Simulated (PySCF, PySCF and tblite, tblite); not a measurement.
# C₄H₈B₂SSi: a path driven as rotation about a bond, and NMR exchange

Aim: the barrier and rate of rotation about a bond in C₄H₈B₂SSi (`BSB/C([SiH3])=C\C#C`), and what it does to NMR lines.

Programs: PySCF 2.14.0 with density-fitted response routines of our own, and tblite 0.8.0. All values are computed, except where a source is named. Atoms count from 0 throughout.

## Step 1: The molecule as given

16 atoms, charge 0, multiplicity 1; geometry from: force field or distance geometry start.

Bonds of the start (Å): B0–H8 1.18, B0–H9 1.19, B0–S1 1.90, B2–C3 1.59, B2–H10 1.18, C3–C5 1.34, C3–Si4 1.86, C5–C6 1.45, C5–H14 1.09, C6–C7 1.21, C7–H15 1.05, S1–B2 1.88, Si4–H11 1.47, Si4–H12 1.47, Si4–H13 1.47.

## Step 2: GFN2-xTB relaxation, start minimum

What the job is given:

```
{"job": {"xc": "GFN2-xTB", "basis": "xTB", "kind": "relax"}, "charge": 0, "multiplicity": 1}
B      2.774200    -0.222900     0.408700
S      2.022700    -0.205800    -1.331300
B      0.451700    -1.052900    -0.728400
C     -0.818300    -0.285400    -0.146900
Si    -2.129000    -1.381000     0.594000
C     -1.040700     1.032500    -0.165800
C     -0.138500     2.003500    -0.746900
C      0.601900     2.832000    -1.219100
H      3.416500    -1.143400     0.773000
H      2.566800     0.688300     1.142100
H      0.438500    -2.233300    -0.727400
H     -2.868800    -0.650300     1.629300
H     -3.063700    -1.789600    -0.464400
H     -1.507200    -2.572900     1.184000
H     -1.952900     1.437400     0.265000
H      1.239200     3.552700    -1.632600
```

On the command line:

```
OMP_NUM_THREADS=1 python ens_run.py task.json out
```

The driver reads the study from task.json and runs its stages one after another.

Output:

```text
step      E/eV     max force
  0    -543.52879    1.955
  1    -543.64479    1.125
  2    -543.69767    0.785
  3    -543.70894    1.825
  4    -543.73208    0.505
  5    -543.73853    0.210
  6    -543.74339    0.150
  7    -543.74875    0.251
  8    -543.75385    0.272
  9    -543.75971    0.198
 10    -543.76764    0.309
 11    -543.78069    0.478
 12    -543.79961    0.565
 13    -543.83333    0.749
 14    -543.88016    0.753
 15    -543.94729    0.737
 16    -544.02427    0.781
 17    -544.08405    0.883
 18    -544.13180    0.865
 19    -544.18558    0.615
 20    -544.24550    0.433
 21    -544.27908    0.526
 22    -544.31993    0.422
 23    -544.34666    0.416
 24    -544.36780    0.453
 25    -544.38240    0.603
 26    -544.41096    0.453
 27    -544.46082    0.527
 28    -544.50563    0.451
 29    -544.52811    0.380
 30    -544.54096    0.321
 31    -544.55123    0.234
 32    -544.56016    0.325
 33    -544.56879    0.241
 34    -544.57527    0.200
 35    -544.58007    0.204
 36    -544.58546    0.185
 37    -544.59219    0.186
 38    -544.59753    0.159
 39    -544.60065    0.138
 40    -544.60288    0.119
 41    -544.60546    0.136
 42    -544.60870    0.182
 43    -544.61221    0.197
 44    -544.61576    0.150
 45    -544.61938    0.131
 46    -544.62244    0.118
 47    -544.62465    0.115
 48    -544.62648    0.104
 49    -544.62865    0.121
 50    -544.63181    0.144
 51    -544.63597    0.214
 52    -544.64043    0.242
 53    -544.64472    0.194
 54    -544.64873    0.133
 55    -544.65200    0.114
 56    -544.65385    0.085
 57    -544.65479    0.071
 58    -544.65551    0.061
 59    -544.65635    0.069
 60    -544.65738    0.074
 61    -544.65832    0.066
 62    -544.65891    0.045
 63    -544.65924    0.040
 64    -544.65952    0.040
 65    -544.65981    0.065
 66    -544.66012    0.073
 67    -544.66040    0.113
 68    -544.66076    0.045
 69    -544.66116    0.082
 70    -544.66141    0.061
 71    -544.66176    0.045
 72    -544.66211    0.041
 73    -544.66246    0.061
 74    -544.66274    0.051
 75    -544.66298    0.038
 76    -544.66322    0.046
 77    -544.66358    0.076
 78    -544.66403    0.090
 79    -544.66449    0.064
 80    -544.66487    0.048
 81    -544.66520    0.039
 82    -544.66547    0.056
 83    -544.66568    0.049
 84    -544.66582    0.022
 85    -544.66591    0.020
 86    -544.66600    0.036
 87    -544.66612    0.041
 88    -544.66625    0.031
 89    -544.66635    0.027
 90    -544.66644    0.027
 91    -544.66652    0.031
 92    -544.66659    0.025
 93    -544.66666    0.023
 94    -544.66674    0.028
 95    -544.66687    0.053
 96    -544.66707    0.074
 97    -544.66736    0.074
 98    -544.66771    0.060
 99    -544.66806    0.060
100    -544.66840    0.070
101    -544.66875    0.067
102    -544.66912    0.049
103    -544.66950    0.047
104    -544.66985    0.069
105    -544.67015    0.079
106    -544.67042    0.049
107    -544.67062    0.040
108    -544.67078    0.042
109    -544.67094    0.056
110    -544.67110    0.043
111    -544.67126    0.032
112    -544.67144    0.030
113    -544.67162    0.049
114    -544.67181    0.053
115    -544.67203    0.049
116    -544.67223    0.031
117    -544.67238    0.029
118    -544.67249    0.034
119    -544.67259    0.028
120    -544.67273    0.031
121    -544.67293    0.030
122    -544.67319    0.048
123    -544.67345    0.048
124    -544.67367    0.038
125    -544.67388    0.036
126    -544.67410    0.038
127    -544.67431    0.058
128    -544.67452    0.053
129    -544.67476    0.030
130    -544.67499    0.037
131    -544.67517    0.172
132    -544.67545    0.045
133    -544.67567    0.028
134    -544.67582    0.019
135    -544.67585    0.018
136    -544.67593    0.020
137    -544.67600    0.026
138    -544.67610    0.025
139    -544.67617    0.020
140    -544.67622    0.017
141    -544.67628    0.018
142    -544.67635    0.021
143    -544.67644    0.025
144    -544.67653    0.021
145    -544.67661    0.027
146    -544.67670    0.031
147    -544.67681    0.028
148    -544.67693    0.029
149    -544.67702    0.030
150    -544.67709    0.022
151    -544.67714    0.021
152    -544.67718    0.013
153    -544.67721    0.011
154    -544.67722    0.009
155    -544.67724    0.011
156    -544.67725    0.011
157    -544.67727    0.008
158    -544.67728    0.005
159    -544.67728    0.004
160    -544.67728    0.004
161    -544.67729    0.005
162    -544.67729    0.006
163    -544.67730    0.005
164    -544.67730    0.005
165    -544.67731    0.005
166    -544.67731    0.005
167    -544.67732    0.005
168    -544.67732    0.006
169    -544.67733    0.006
170    -544.67734    0.007
171    -544.67734    0.008
172    -544.67735    0.007
173    -544.67736    0.006
174    -544.67736    0.006
175    -544.67737    0.006
176    -544.67738    0.009
177    -544.67739    0.011
178    -544.67740    0.013
179    -544.67742    0.011
180    -544.67743    0.009
181    -544.67745    0.009
182    -544.67746    0.009
183    -544.67747    0.007
184    -544.67747    0.005
185    -544.67748    0.005
186    -544.67748    0.005
187    -544.67748    0.005
188    -544.67749    0.004
189    -544.67749    0.003
```

Wall time 3.1 s (1 thread of AMD EPYC, shared host).

The energy fell by 1.149 eV, and the atoms moved 0.77 Å (root mean square).

## Step 3: Relaxed scan, rotation

What the job is given:

```
{"job": {"xc": "GFN2-xTB", "basis": "xTB", "coordinate": [["t", [8, 0, 1, 2], 0.5], ["t", [9, 0, 1, 2], 0.5]], "kind": "drive"}, "charge": 0, "multiplicity": 1}
B      2.309302    -0.508112     0.781876
S      2.001380    -1.236198    -0.798694
B      0.276470    -0.914812    -1.213980
C     -0.706454    -0.204054    -0.273106
Si    -1.781828    -1.366280     0.770050
C     -0.849501     1.123802    -0.128524
C     -0.081081     2.056199    -0.852655
C      0.590082     2.847477    -1.459755
H      3.395093    -0.599492     1.200024
H      1.460976     0.025650     1.380045
H     -0.076466    -1.361327    -2.237031
H     -2.653235    -0.529545     1.597911
H     -2.570002    -2.225363    -0.115373
H     -0.918657    -2.195461     1.617847
H     -1.572579     1.554073     0.556259
H      1.168902     3.542385    -1.991483
```

Output:

```text
point  coordinate     E/eV
  0    -73.600     -544.65647
  1    -58.800     -544.61148
  2    -43.900     -544.54552
  3    -28.900     -544.46964
  4    -13.600     -544.41443
  5      1.700     -544.38852
  6     17.100     -544.40646
  7     32.400     -544.46804
  8     47.400     -544.54147
  9     62.300     -544.61634
 10     77.000     -544.65863
 11     91.700     -544.67554
```

Run time: 6.2 s. Hardware: 1 thread of AMD EPYC, shared host.

The highest point is number 5, 6.2 kcal/mol above the first.

## Step 4: Nudged elastic band, leg 1

Changed since step 3:

```diff
@@ -1,2 +1,2 @@
-{"job": {"xc": "GFN2-xTB", "basis": "xTB", "coordinate": [["t", [8, 0, 1, 2], 0.5], ["t", [9, 0, 1, 2], 0.5]], "kind": "drive"}, "charge": 0, "multiplicity": 1}
+{"job": {"xc": "GFN2-xTB", "basis": "xTB", "kind": "neb"}, "charge": 0, "multiplicity": 1}
 B      2.309302    -0.508112     0.781876
```

Output:

```text
image   E - E0 / eV
  0       0.0000
  1       0.0455
  2       0.2042
  3       0.2901
  4       0.1539
  5       0.0205
  6       0.0000
```

Wall time 10 s (1 thread of AMD EPYC, shared host); peak memory 0.2 GiB.

The highest point is number 3, 6.7 kcal/mol above the first.

## Step 5: Saddle search, leg 1

What the job is given:

```
{"job": {"xc": "GFN2-xTB", "basis": "xTB", "kind": "saddle"}, "charge": 0, "multiplicity": 1}
B      2.055042    -0.454556     0.824065
S      1.955167    -1.381559    -0.722964
B      0.291801    -0.974658    -1.163930
C     -0.637894    -0.218872    -0.181657
Si    -1.783697    -1.332960     0.833767
C     -0.699443     1.112542    -0.010772
C      0.094546     2.018949    -0.740501
C      0.779736     2.789401    -1.358467
H      2.337899     0.677301     0.779120
H      1.917771    -1.017727     1.837865
H     -0.094719    -1.423185    -2.172622
H     -2.606190    -0.469425     1.684138
H     -2.623001    -2.114191    -0.076581
H     -0.986176    -2.242466     1.661551
H     -1.376104     1.567847     0.705428
H      1.375261     3.463558    -1.898440
```

Output:

```text
step      E/eV     max force
  0    -544.38744   0.0217
  1    -544.39017   0.0453
  2    -544.38883   0.0145
  3    -544.39014   0.0185
  4    -544.39091   0.0127
  5    -544.39104   0.0714
  6    -544.39118   0.0054
  7    -544.39139   0.0197
  8    -544.39129   0.0028
lowest wavenumbers (cm-1): -226.7 48.3 71.2 84.4 96.8 122.8
```

It took 11 s on 1 thread of AMD EPYC, shared host; peak memory 0.2 GiB.

Point group C1; 1 imaginary mode, 227i cm⁻¹, carried by H9, H8, B0. Steps downhill from it reached both ends.

## Step 6: Shieldings, start: PBE0/pcSseg-1

What the job is given:

```
{"job": {"kind": "nmr", "xc": "PBE0", "basis": "pcSseg-1", "pop": false}, "charge": 0, "multiplicity": 1}
B      2.309302    -0.508112     0.781876
S      2.001380    -1.236198    -0.798694
B      0.276470    -0.914812    -1.213980
C     -0.706454    -0.204054    -0.273106
Si    -1.781828    -1.366280     0.770050
C     -0.849501     1.123802    -0.128524
C     -0.081081     2.056199    -0.852655
C      0.590082     2.847477    -1.459755
H      3.395093    -0.599492     1.200024
H      1.460976     0.025650     1.380045
H     -0.076466    -1.361327    -2.237031
H     -2.653235    -0.529545     1.597911
H     -2.570002    -2.225363    -0.115373
H     -0.918657    -2.195461     1.617847
H     -1.572579     1.554073     0.556259
H      1.168902     3.542385    -1.991483
```

Output:

```text
coarse grid: 14728 points
cycle   1  E = -893.8790003944  dE =  8.416e-01  |g| = 3.602e-01  |ddm| = 3.891e+00
cycle   2  E = -893.8861291381  dE = -7.129e-03  |g| = 3.300e-01  |ddm| = 8.872e-01
cycle   3  E = -893.9132803916  dE = -2.715e-02  |g| = 8.001e-02  |ddm| = 4.086e-01
cycle   4  E = -893.9144501546  dE = -1.170e-03  |g| = 4.310e-02  |ddm| = 1.092e-01
cycle   5  E = -893.9149808995  dE = -5.307e-04  |g| = 8.121e-03  |ddm| = 5.015e-02
cycle   6  E = -893.9149909782  dE = -1.008e-05  |g| = 5.880e-03  |ddm| = 9.771e-03
cycle   7  E = -893.9149995150  dE = -8.537e-06  |g| = 7.641e-04  |ddm| = 5.085e-03
final grid: 133896 points
cycle   8  E = -893.9626707300  dE = -3.627e-05  |g| = 7.605e-03  |ddm| = 5.671e-02
cycle   9  E = -893.9626605116  dE =  1.022e-05  |g| = 9.629e-03  |ddm| = 1.915e-02
cycle  10  E = -893.9626852460  dE = -2.473e-05  |g| = 2.350e-03  |ddm| = 1.191e-02
cycle  11  E = -893.9626866362  dE = -1.390e-06  |g| = 4.271e-04  |ddm| = 2.002e-03
cycle  12  E = -893.9626866844  dE = -4.819e-08  |g| = 8.693e-05  |ddm| = 5.438e-04
cycle  13  E = -893.9626866863  dE = -1.903e-09  |g| = 2.742e-05  |ddm| = 1.439e-04
cycle  14  E = -893.9626866865  dE = -2.083e-10  |g| = 7.761e-06  |ddm| = 4.649e-05
converged SCF energy = -893.9626866865

GIAO shielding tensors (ppm)
atom      isotropic    diamagn.    paramagn.     s11        s22        s33       span
  0 B       26.683     197.722    -171.039    -34.655    -19.386    134.089    168.744
  1 S      344.894    1059.660    -714.766     37.301    198.671    798.708    761.407
  2 B       26.521     195.778    -169.257    -36.517     -2.244    118.323    154.840
  3 C       15.915     267.190    -251.275    -83.056    -13.834    144.634    227.690
  4 Si     414.239     880.440    -466.201    370.018    408.292    464.406     94.388
  5 C       56.832     256.174    -199.342    -38.047     56.556    151.986    190.033
  6 C       98.076     255.902    -157.825     -3.526      2.770    294.985    298.511
  7 C       93.409     259.575    -166.167     42.139     46.981    191.107    148.968
  8 H       24.089      30.074      -5.985     19.607     26.231     26.427      6.820
  9 H       24.097      32.362      -8.265     18.126     25.819     28.345     10.219
 10 H       23.751      29.618      -5.867     19.936     25.358     25.958      6.022
 11 H       27.603      28.741      -1.138     24.826     26.152     31.832      7.006
 12 H       27.310      28.328      -1.018     24.136     25.550     32.244      8.108
 13 H       27.733      29.119      -1.386     24.344     27.027     31.827      7.483
 14 H       25.374      29.953      -4.579     22.280     25.754     28.087      5.807
 15 H       28.855      34.653      -5.798     25.003     25.507     36.055     11.052
```

Run time: 44 s. Hardware: 1 thread of AMD EPYC, shared host; peak memory 0.86 GiB.

In short: HOMO -7.27 eV, LUMO -2.28 eV; dipole 1.03 D.

## Step 7: Shieldings, saddle of leg 1: PBE0/pcSseg-1

What the job is given:

```
{"job": {"kind": "nmr", "xc": "PBE0", "basis": "pcSseg-1", "pop": false}, "charge": 0, "multiplicity": 1}
B      1.958848    -0.488436     0.862391
S      1.989620    -1.346451    -0.730195
B      0.327358    -0.952699    -1.179865
C     -0.603545    -0.216273    -0.180357
Si    -1.730625    -1.327634     0.857628
C     -0.682087     1.117439    -0.027550
C      0.091830     2.022361    -0.780067
C      0.763055     2.789709    -1.417168
H      2.203722     0.652507     0.893220
H      1.788133    -1.111085     1.835550
H     -0.048490    -1.367651    -2.206560
H     -2.479566    -0.466115     1.775782
H     -2.640002    -2.048526    -0.035655
H     -0.929442    -2.293197     1.614751
H     -1.353938     1.574218     0.692141
H      1.345128     3.461831    -1.974046
```

Output:

```text
coarse grid: 14728 points
cycle   1  E = -893.8670185358  dE =  8.627e-01  |g| = 3.543e-01  |ddm| = 3.918e+00
cycle   2  E = -893.8743871145  dE = -7.369e-03  |g| = 3.207e-01  |ddm| = 8.957e-01
cycle   3  E = -893.9003027550  dE = -2.592e-02  |g| = 7.595e-02  |ddm| = 4.155e-01
cycle   4  E = -893.9013256099  dE = -1.023e-03  |g| = 4.294e-02  |ddm| = 1.083e-01
cycle   5  E = -893.9018566849  dE = -5.311e-04  |g| = 6.186e-03  |ddm| = 5.169e-02
cycle   6  E = -893.9018615349  dE = -4.850e-06  |g| = 5.258e-03  |ddm| = 1.053e-02
cycle   7  E = -893.9018685013  dE = -6.966e-06  |g| = 8.039e-04  |ddm| = 4.436e-03
final grid: 133896 points
cycle   8  E = -893.9494828261  dE = -3.578e-05  |g| = 7.784e-03  |ddm| = 5.513e-02
cycle   9  E = -893.9494618984  dE =  2.093e-05  |g| = 1.146e-02  |ddm| = 2.122e-02
cycle  10  E = -893.9494976951  dE = -3.580e-05  |g| = 2.742e-03  |ddm| = 1.406e-02
cycle  11  E = -893.9494996423  dE = -1.947e-06  |g| = 4.703e-04  |ddm| = 2.338e-03
cycle  12  E = -893.9494997001  dE = -5.786e-08  |g| = 1.369e-04  |ddm| = 6.164e-04
cycle  13  E = -893.9494997047  dE = -4.562e-09  |g| = 5.890e-05  |ddm| = 2.032e-04
cycle  14  E = -893.9494997056  dE = -9.063e-10  |g| = 2.162e-05  |ddm| = 8.003e-05
converged SCF energy = -893.9494997056

GIAO shielding tensors (ppm)
atom      isotropic    diamagn.    paramagn.     s11        s22        s33       span
  0 B        9.756     195.451    -185.695    -53.070    -45.536    127.876    180.946
  1 S      390.378    1059.649    -669.271     72.959    499.522    598.654    525.694
  2 B       40.182     196.006    -155.825    -12.790      6.049    127.285    140.075
  3 C       20.053     267.419    -247.366    -83.850     -9.089    153.097    236.948
  4 Si     417.756     880.744    -462.988    370.488    417.882    464.896     94.408
  5 C       56.640     256.002    -199.362    -35.657     53.221    152.357    188.013
  6 C       99.448     255.740    -156.291     -1.275      1.536    298.084    299.359
  7 C       92.053     259.865    -167.812     40.676     45.983    189.499    148.823
  8 H       23.359      30.902      -7.542     15.512     25.548     29.018     13.506
  9 H       23.206      30.704      -7.498     15.532     25.420     28.665     13.133
 10 H       24.811      29.369      -4.559     22.246     25.793     26.393      4.147
 11 H       27.774      29.055      -1.281     24.996     26.373     31.954      6.958
 12 H       27.367      28.497      -1.130     24.344     25.516     32.242      7.899
 13 H       27.377      29.230      -1.853     24.135     26.618     31.377      7.243
 14 H       25.795      30.250      -4.455     22.466     26.159     28.761      6.295
 15 H       28.580      34.715      -6.135     24.899     25.397     35.445     10.546
```

It took 48 s on 1 thread of AMD EPYC, shared host; peak memory 0.88 GiB.

Key values: HOMO -7.35 eV, LUMO -2.07 eV; dipole 1.13 D.

## Step 8: Barriers, rates and exchange

What the job is given:

```
{"job": {"smiles": "BSB/C([SiH3])=C\\C#C", "charge": 0, "mult": 1, "motion": "rotation", "what": "boronate", "atoms": [0, 1], "drives": [{"terms": [["t", [8, 0, 1, 2], 0.5], ["t", [9, 0, 1, 2], 0.5]], "by": 180, "n": 12}], "study": "path", "level": {"kind": "nmr", "xc": "PBE0", "basis": "pcSseg-1"}, "fields": [270, 600, 700], "first": 0, "seed": 978, "kind": "path"}, "charge": 0, "multiplicity": 1}
B      2.309302    -0.508112     0.781876
S      2.001380    -1.236198    -0.798694
B      0.276470    -0.914812    -1.213980
C     -0.706454    -0.204054    -0.273106
Si    -1.781828    -1.366280     0.770050
C     -0.849501     1.123802    -0.128524
C     -0.081081     2.056199    -0.852655
C      0.590082     2.847477    -1.459755
H      3.395093    -0.599492     1.200024
H      1.460976     0.025650     1.380045
H     -0.076466    -1.361327    -2.237031
H     -2.653235    -0.529545     1.597911
H     -2.570002    -2.225363    -0.115373
H     -0.918657    -2.195461     1.617847
H     -1.572579     1.554073     0.556259
H      1.168902     3.542385    -1.991483
```

Output:

```text
stationary points (kcal/mol above the start)
  n  kind          group   xTB      DFT    lowest mode
  0  minimum      C1       0.00     0.00      19.5
  1  saddle       C1       6.60     7.85    -226.7
  2  minimum      C1       0.00     0.00      19.5

GFN2-xTB energies: T/K, barrier G, reaction G (kcal/mol), k forward, k back (1/s)
 150.00     6.21     0.01   5.64e+03   5.76e+03
 200.00     6.28     0.01   1.15e+06   1.16e+06
 250.00     6.36     0.01   2.84e+07   2.89e+07
 298.15     6.46     0.01    2.3e+08   2.33e+08
 350.00     6.57     0.01   1.15e+09   1.17e+09
 400.00     6.69     0.01   3.71e+09   3.75e+09
 500.00     6.94     0.01   1.92e+10   1.94e+10

PBE0/pcSseg-1 + D3(BJ) energies: T/K, barrier G, reaction G (kcal/mol), k forward, k back (1/s)
 150.00     7.46     0.01         84       85.5
 200.00     7.53     0.01   4.88e+04   4.95e+04
 250.00     7.62     0.01   2.28e+06   2.31e+06
 298.15     7.71     0.01   2.76e+07    2.8e+07
 350.00     7.82     0.01    1.9e+08   1.92e+08
 400.00     7.94     0.01   7.66e+08   7.74e+08
 500.00     8.20     0.01   5.44e+09   5.49e+09
```

Wall time 2.3 min (1 thread of AMD EPYC, shared host); peak memory 0.88 GiB. This counts the whole study up to here.

Barriers by level (kcal/mol; entropies in cal/(mol K)). Zero-point and thermal terms come from xTB in every row. ΔG‡ leaves symmetry out; the rate counts equivalent paths (a factor of 2); effective ΔG‡, where given, is the barrier that would give that rate by Eyring's equation alone:

```
                 level   ΔE‡  with zero-point   ΔH‡   ΔS‡  ΔG‡ (298 K)  ΔE of reaction  k at 298 K (1/s)  effective ΔG‡
              GFN2-xTB  6.60             6.06  5.76  -2.3         6.46            0.00           2.3e+08           6.05
PBE0/pcSseg-1 + D3(BJ)  7.85             7.32  7.01  -2.3         7.71            0.00           2.8e+07           7.30
```

## Step 9: What came out

| quantity | value |
| --- | --- |
| barrier (PBE0/pcSseg-1 + D3(BJ)) | ΔE‡ 7.8, ΔG‡(298 K) 7.7 kcal/mol |
| barrier (GFN2-xTB) | ΔE‡ 6.6 kcal/mol |
| rate at 298 K | 2.8e+07 s⁻¹ |
| end of the path | the start, renumbered or mirrored |

The barrier is 7.8 kcal/mol at the DFT level (xTB: 6.6); with thermal terms and the count of paths the DFT value gives a rate of 2.8e+07 s⁻¹ at 298 K. An error of 1.4 kcal/mol changes that rate tenfold. No two sites that the motion interchanges differ enough in shielding to show exchange.
